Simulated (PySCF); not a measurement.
**SnP⁻ with other numerical set-ups**

Aim: see how much the energy and properties of SnP⁻ depend on the numerical set-up.

Program: PySCF 2.14.0. Level of theory: method and basis as typed in the scripts. These are calculated values, not measurements.

6 further runs of the same task are left out: 1 for a known fault of the program, 5 that didn't finish.

## (1) The system as given

SnP⁻: 2 atoms, charge -1, spin multiplicity 1.

Bond lengths: Sn1–P2 2.264 Å.

## (2) The run that the others are compared with

input.py

```python
from pyscf import gto, scf

mol = gto.M(
    atom='Sn 0 0 0; P 0 0 2.264',
    basis='lanl2dz',
    ecp={'Sn': 'lanl2dz', 'P': 'lanl2dz'},
    charge=-1,
    spin=0,
    verbose=3,
)
mf = scf.RHF(mol)
mf.kernel()
mf.mulliken_pop()
mf.dip_moment()
print('orbital energies (hartree):', mf.mo_energy[..., max(0, mol.nelec[1]-3):mol.nelec[0]+3].round(4))
```

Command:

```sh
> python input.py
```

The log of this run is left out.

In short: E(SCF) = -9.577189 Eh.

The bond length is a typed value, not an optimised one. The dipole of an ion depends on the origin.

## (3) Density fitting def2-universal-jkfit

Edit 1 changes density fitting: none → def2-universal-jkfit.

input.py

```python
from pyscf import gto, scf

mol = gto.M(
    atom='Sn 0 0 0; P 0 0 2.264',
    basis='lanl2dz',
    ecp={'Sn': 'lanl2dz', 'P': 'lanl2dz'},
    charge=-1,
    spin=0,
    verbose=3,
)
mf = scf.RHF(mol)
mf = mf.density_fit(auxbasis='def2-universal-jkfit')
mf.kernel()
mf.mulliken_pop()
mf.dip_moment()
print('orbital energies (hartree):', mf.mo_energy[..., max(0, mol.nelec[1]-3):mol.nelec[0]+3].round(4))
```

Command:

```sh
> python input.py
```

## (4) Cartesian functions on

Edit 2 changes Cartesian functions: off → on.

Edit input.py of step 2 so:

```diff
@@ -8,2 +8,3 @@
     spin=0,
+    cart=True,
     verbose=3,
```

Before running it: what results should come out? Wanted: for each run, E(SCF); from base.

The runs gave:

```tsv
run	E(SCF) (hartree)	from base (eV)	functions
base	-9.577189	0	16
density fitting def2-universal-jkfit	-9.577185	not comparable	16
Cartesian functions on	-9.577189	0.0000	n/a
```

What this shows: The SCF energy stays the same, to the digits that matter, with Cartesian functions on. Rows marked «poor choice» come from settings spoiled on purpose.
